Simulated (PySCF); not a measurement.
# Ge2H6: the cost of one run

Computed with PySCF 2.14.0 and routines of our own; the level stands in each step. Atoms count from 0.

### Step 1. The starting structure

8 atoms, charge 0, multiplicity 1; geometry from: GFN2-xTB.

### Step 2. Relaxing the molecule at PBE0-D3(BJ)/def2-SVP

What the job is given:

```
{"job": {"xc": "PBE0", "basis": "def2-SVP", "d3": "d3bj", "grid": 1, "maxiter": 30, "shake": 0.01, "kind": "geom"}, "charge": 0, "multiplicity": 1}
Ge    -1.153810     0.090730    -0.017140
Ge     1.172210    -0.116610     0.012430
H     -1.861240    -0.805200    -1.007020
H     -1.596940     1.496540    -0.394790
H     -1.816880    -0.179600     1.291180
H      1.622380    -1.488560     0.379040
H      1.855570     0.799000     0.996740
H      1.833850     0.184570    -1.312900
```

Command:

```bash
$ OMP_NUM_THREADS=1 python heavy_run.py task.json out
```

The driver reads the jobs from task.json and runs them one after another.

**Question.** How long does this first job take on 1 thread of Arm Neoverse N1, shared host, and how much memory does it need?

About 21 s, with a peak of 0.39 GiB.
